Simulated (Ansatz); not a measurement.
# LiGa: the cost of one run

Program: Ansatz 0.2.0. Level of theory: DFT PBEsol, scalar-relativistic. These are calculated values, not measurements.

### 1 The starting structure

The structure is cubic, space group Fd-3m (No. 227). The conventional cell has a = 6.169 Å, b = 6.169 Å, c = 6.169 Å, α = 90.00°, β = 90.00°, γ = 90.00°. Li (site symmetry -43m) has 4 Ga at 2.67 Å and 4 Li at 2.67 Å in its first shell of neighbours. Around Ga (site symmetry -43m) lie 4 Li at 2.67 Å and 4 Ga at 2.67 Å.

Coordinates:

```
Li Ga
1.0
     0.00000    3.08450    3.08450
     3.08450    0.00000    3.08450
     3.08450    3.08450    0.00000
Li Ga
2 2
Cartesian
  0.0000 0.0000 0.0000
  1.5422 1.5422 1.5422
  3.0845 3.0845 3.0845
  4.6267 4.6267 4.6267
```

The structure is an experimental refinement, used without relaxation.

Atoms are numbered in the order of the input: Li1, Li2, Ga3, Ga4.

### 2 Volume × 0.94, LAPW

input.yaml reads:

```yaml
crystal:
  lattice:
    - [0.0, 3.0215333523, 3.0215333523]
    - [3.0215333523, 0.0, 3.0215333523]
    - [3.0215333523, 3.0215333523, 0.0]
  atoms:
    - { symbol: Li, position: [0.0, 0.0, 0.0] }
    - { symbol: Li, position: [0.25, 0.25, 0.25] }
    - { symbol: Ga, position: [0.5, 0.5, 0.5] }
    - { symbol: Ga, position: [0.75, 0.75, 0.75] }
kpoints:
  mp_grid: { grid: [12, 12, 12] }
  band_path:
    path:
      - [0.0, 0.0, 0.0]
      - [0.5, 0.0, 0.5]
      - [0.625, 0.25, 0.625]
      - [0.375, 0.375, 0.75]
      - [0.0, 0.0, 0.0]
      - [0.5, 0.5, 0.5]
      - [0.5, 0.25, 0.75]
      - [0.5, 0.0, 0.5]
    npoints: 5
scf:
  occupations: { method: fermi_dirac, width: 0.05 }
hamiltonian:
  xc: pbesol
  pseudopotentials: { kind: all_electron, lapw: { basis_error: 0.0005 } }
output:
  forces: true
  stress: true
  eigenvalues: true
```

Command:

```console
$ ansatz run input.yaml --threads 1 --pin off --max-ram 4096MiB --backend cpu --events-out ev --progress --plain --runs-dir out
```

**Question.** How long does this run take on 1 thread of Intel Xeon Platinum 8259CL at 2.50GHz (Skylake/Cascade Lake), shared host, and how much memory does it need?

About 46 s, with a peak of 0.62 GiB.
